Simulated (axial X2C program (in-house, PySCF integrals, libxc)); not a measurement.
# FGeF⁻: bond lengths and stretches, held linear

How do method and spin–orbit coupling move the bonds and stretches of FGeF⁻, held linear?

The runs use an in-house X2C program for linear molecules on PySCF integrals; all-electron X2C, two-component (2c) or spin-free, F dyall-av3z, Ge dyall-v3z.

All values are calculated.

2 further runs of the same task are left out: 2 set aside as unsound or not needed.

**1. Input**

Contents of task.json:

```json
{"zs": [9, 32, 9], "q": -1, "bas": ["dyall-av3z", "dyall-v3z", "dyall-av3z"], "r0": [1.85, 1.85], "symm": 1, "scan": ["PBE0", "HF", "BHandHLYP"], "levels": ["PBE0", "HF", "PBE"], "nst": 2}
```

Keys: zs atomic numbers; q charge; bas basis sets; r0 starting distance in Å; symm equal bonds; scan levels of the two-bond scan (MP2 follows by itself at each HF point); levels methods; nst determinants followed.

The run is started by

```console
$ python solin.py task.json out
```

Masses F 18.998, Ge 73.921, F 18.998 u.

**2. Scan at PBE0, 2c**

State: Ω = 1/2 (beyond evenly filled blocks: ω = 1/2). Energies above the lowest point, from the job's result record:

| r(F–Ge) (Å) | r(Ge–F) (Å) | E (meV) |
| --- | --- | --- |
| 1.9305 | 1.9305 | 25.50 |
| 1.9305 | 1.9800 | 9.91 |
| 1.9305 | 2.0295 | 13.52 |
| 1.9800 | 1.9305 | 9.91 |
| 1.9800 | 1.9800 | 0.00 |
| 1.9800 | 2.0295 | 9.15 |
| 1.9800 | 2.0790 | 33.00 |
| 2.0295 | 1.9305 | 13.52 |
| 2.0295 | 1.9800 | 9.15 |
| 2.0295 | 2.0295 | 23.69 |
| 2.0790 | 1.9800 | 33.00 |
| 2.0790 | 2.0790 | 86.93 |

A quadratic surface with cubic terms in each bond gives the minimum at 1.979 and 1.979 Å, force constants 1.24, 1.24 and coupling 0.35 mdyn/Å.

**3. Scan at HF, 2c**

State: Ω = 1/2 (beyond evenly filled blocks: ω = 1/2). Energies above the lowest point, from the job's result record:

| r(F–Ge) (Å) | r(Ge–F) (Å) | E (meV) |
| --- | --- | --- |
| 1.9305 | 1.9305 | 28.86 |
| 1.9305 | 1.9800 | 10.93 |
| 1.9305 | 2.0295 | 9.44 |
| 1.9800 | 1.9305 | 10.93 |
| 1.9800 | 1.9800 | 0.00 |
| 1.9800 | 2.0295 | 5.38 |
| 1.9800 | 2.0790 | 23.06 |
| 2.0295 | 1.9305 | 9.44 |
| 2.0295 | 1.9800 | 5.38 |
| 2.0295 | 2.0295 | 17.51 |
| 2.0790 | 1.9800 | 23.06 |
| 2.0790 | 2.0790 | 72.39 |

A quadratic surface with cubic terms in each bond gives the minimum at 1.985 and 1.985 Å, force constants 1.03, 1.03 and coupling 0.44 mdyn/Å.

**4. Scan at BHandHLYP, 2c**

State: Ω = 1/2 (beyond evenly filled blocks: ω = 1/2). Energies above the lowest point, from the job's result record:

| r(F–Ge) (Å) | r(Ge–F) (Å) | E (meV) |
| --- | --- | --- |
| 1.9305 | 1.9305 | 25.09 |
| 1.9305 | 1.9800 | 9.40 |
| 1.9305 | 2.0295 | 12.09 |
| 1.9800 | 1.9305 | 9.40 |
| 1.9800 | 1.9800 | 0.00 |
| 1.9800 | 2.0295 | 8.82 |
| 1.9800 | 2.0790 | 31.61 |
| 2.0295 | 1.9305 | 12.09 |
| 2.0295 | 1.9800 | 8.82 |
| 2.0295 | 2.0295 | 23.61 |
| 2.0790 | 1.9800 | 31.61 |
| 2.0790 | 2.0790 | 86.39 |

A quadratic surface with cubic terms in each bond gives the minimum at 1.979 and 1.979 Å, force constants 1.19, 1.19 and coupling 0.39 mdyn/Å.

**5. The levels side by side**

| level | r(F–Ge) (Å) | r(Ge–F) (Å) | lower stretch (cm⁻¹) | upper stretch (cm⁻¹) |
| --- | --- | --- | --- | --- |
| PBE0, 2c | 1.979 | 1.979 | 347.1 | 377.3 |
| HF, 2c | 1.985 | 1.985 | 284.0 | 362.9 |
| BHandHLYP, 2c | 1.979 | 1.979 | 328.7 | 375.4 |
| MP2, 2c | 1.982 | 1.982 | 346.1 | 376.8 |
| PBE0, spin-free | 1.978 | 1.978 | 348.0 | 377.9 |
| HF, spin-free | 1.983 | 1.983 | 284.9 | 363.4 |
| BHandHLYP, spin-free | 1.977 | 1.977 | 329.6 | 375.9 |
| MP2, spin-free | 1.980 | 1.980 | 347.1 | 377.3 |

Scans not shown above were run alike.

What this shows: Over the levels the F–Ge bond spans 1.977 to 1.985 Å and the Ge–F bond 1.977 to 1.985 Å. At PBE0 going from spin-free to two-component moves the bonds by +0.002 and +0.002 Å. Each state is one determinant, the lowest of a limited PBE0 search; the stretches come from a fit to few points and are good to some per cent at best. The lower stretch spreads by more than a fifth over the levels, so it depends strongly on the method. The stretches are sorted by size, and where the two bonds are alike the symmetric and antisymmetric modes can swap order between levels. MP2 freezes inner shells (threshold -2 hartree). For an anion the highest level of a functional can be positive, and the basis then holds the extra electron. The molecule was held linear; bending was not examined, so a bent shape may lie lower. Note: functional without a current term on a determinant with orbital currents, of the molecule or an atom.
